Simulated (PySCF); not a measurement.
**A gas-phase reaction: F2GeH2O + N2O → F2GeH2O2 + N2**

Aim: the reaction energy of `[OH][GeH]([F])[F]` + `[N-]=[N+]=O` → `[OH][Ge]([OH])([F])[F]` + `N#N`.

Programs: PySCF 2.14.0. All values are calculated, for the isolated system unless a continuum is named. Atoms count from 0, parts from 1.

## Step 1: Starting point

Each species was relaxed by itself at PBE0-D3(BJ)/def2-SVPD.

## Step 2: Energies of the species: wB97M-D3(BJ)/def2-TZVPD

Job settings and geometry (Å):

```
{"job": {"kind": "react", "xc": "wB97M-D3(BJ)", "basis": "def2-TZVPD"}, "charge": 0, "multiplicity": 1}
-1 F2GeH2O charge 0 multiplicity 1
O     -0.390730    -0.621350    -1.230890
Ge    -0.142480     0.219260     0.280000
F      1.211920     1.292880     0.121520
F      0.387830    -0.912710     1.483770
H      0.366470    -1.117920    -1.558600
H     -1.391520     0.956290     0.720930

-1 N2O charge 0 multiplicity 1
N      1.095380     0.302680    -0.030480
N      0.020840    -0.029740    -0.028330
O     -1.103460    -0.377500    -0.026080

+1 F2GeH2O2 charge 0 multiplicity 1
O     -1.237520     0.860190     0.718180
Ge     0.059510    -0.099770     0.080470
O      0.551060     0.636940    -1.411460
F      1.373190    -0.221420     1.198500
F     -0.413270    -1.747620    -0.147040
H     -1.594530     0.552640     1.557530
H      1.271120     0.188910    -1.866700

+1 N2 charge 0 multiplicity 1
N      0.538920    -0.102340     0.014330
N     -0.538930     0.102340    -0.014330
```

With the program's defaults for keys left out, this is: wB97M-D3(BJ)/def2-TZVPD reaction energy of separated species, gas phase.

Launch:

```console
> OMP_NUM_THREADS=1 python cluster_run.py task.json out
```

The driver reads the jobs from task.json and runs them one after another.

**Question.** The jobs that follow are: PBE0-D3(BJ)/def2-TZVPD reaction energy of separated species, gas phase. Predict: reaction energy (wB97M-D3(BJ)/def2-TZVPD); ΔH, ΔG at 298 K (xTB thermal terms). Thermal terms come from harmonic xTB runs on each species.

**Answer**, as computed:

| quantity | value |
| --- | --- |
| reaction energy (wB97M-D3(BJ)/def2-TZVPD) | -83.26 kcal/mol |
| ΔH, ΔG at 298 K (xTB thermal terms) | -83.0, -82.7 kcal/mol |
| range of the reaction energy over the runs of this table | -83.26 to -72.62 kcal/mol |

What this shows: The reaction is exothermic by 83.0 kcal/mol in the gas phase; dispersion gives -0.10, and xTB itself gave -3.26 for the electronic energy (xTB energies and thermal terms come from the earlier relaxation of each species, not shown). No barrier was sought. xTB and this level differ widely in the electronic energy, so what comes from xTB (the thermal terms above all) is less safe here. The reaction energy runs from -83.26 (wB97M-D3(BJ)/def2-TZVPD) to -72.62 kcal/mol (PBE0-D3(BJ)/def2-TZVPD).
